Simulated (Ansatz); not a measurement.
# Ti (bcc type): how the settings move a single-point run

How sensitive is a single-point run of Ti (bcc type) to its settings? A reference run comes first, then one run with altered input.

Method: reference: DFT, LDA, PAW with Ansatz's default frozen-core files, scalar-relativistic, in Ansatz 0.2.0.

## (1) The starting structure

Symmetry: Im-3m, No. 229, cubic system. Conventional cell: a = 2.547 Å, b = 2.547 Å, c = 2.547 Å, α = 90.00°, β = 90.00°, γ = 90.00°. Ti (site symmetry m-3m) is surrounded by 8 Ti at 2.21 Å.

Structure file:

```xyz
1
Lattice="-1.2735 1.2735 1.2735 1.2735 -1.2735 1.2735 1.2735 1.2735 -1.2735" Properties=species:S:1:pos:R:3 pbc="T T T"
Ti    0.0000    0.0000    0.0000
```

## (2) The reference run

The input, input.yaml:

```yaml
crystal:
  lattice:
    - [-1.27347388, 1.27347388, 1.27347388]
    - [1.27347388, -1.27347388, 1.27347388]
    - [1.27347388, 1.27347388, -1.27347388]
  atoms:
    - { symbol: Ti, position: [0.0, 0.0, 0.0] }
kpoints:
  mp_grid: { grid: [19, 19, 19] }
scf:
  occupations: { method: fermi_dirac, width: 0.08 }
hamiltonian:
  xc: lda
  pseudopotentials: { kind: paw }
output:
  forces: true
  stress: true
  eigenvalues: true
  populations: true
```

On the command line:

```sh
ansatz run input.yaml --threads 1 --pin off --max-ram 2048MiB --backend cpu --events-out ev --progress --plain --runs-dir out
```

## (3) Changed: mp_grid.grid [10, 10, 10], ecutwfc 29.4 Ry

input.yaml: that of step 2 with these lines changed.

```diff
@@ -8,3 +8,3 @@
 kpoints:
-  mp_grid: { grid: [19, 19, 19] }
+  mp_grid: { grid: [10, 10, 10] }
 scf:
@@ -19 +19,3 @@
   populations: true
+basis:
+  ecutwfc: "29.4 Ry"
```

Q: Predict the outcome of this session. Wanted: for each run, ending; energy change; pressure; gap; force.

**Answer**, as computed:

```csv
run,ending,energy change,pressure (GPa),gap (eV),force (eV/Å),cycles,time
reference,converged,0,202.0,0.00,0.00,6,2.2 s
"1: mp_grid.grid [10, 10, 10], ecutwfc 29.4 Ry",converged,-17.7 meV/atom,199.0,0.00,0.00,6,0.72 s
```

Residual by cycle in the longest SCF loop of each run; runs are numbered as in the table. The quantity is the density residual dr2, in eV.

```csv
cycle,reference,run 1
1,0.413,0.404
2,0.00543,0.0052
3,0.00132,0.00128
4,1.1e-6,9.2e-7
5,1.2e-8,1.4e-8
6,1.3e-11,1.2e-11
```

What this shows: Changing the k-point mesh and cutoff moves the energy by -17.7 meV/atom, and the pressure goes from 202.0 to 199.0 GPa. More than one kind of setting changed, and this run alone doesn't tell their shares apart. The log warns that the cutoff is under what these potentials recommend, so the shift holds truncation error. Cost: 0.72 s against 2.2 s. Run 1 ran under the cutoff that the potentials recommend, as the log warns, so basis error is mixed into its values. The structure is not at rest: the sound run finds 202 GPa, so these are no properties of the relaxed crystal. 
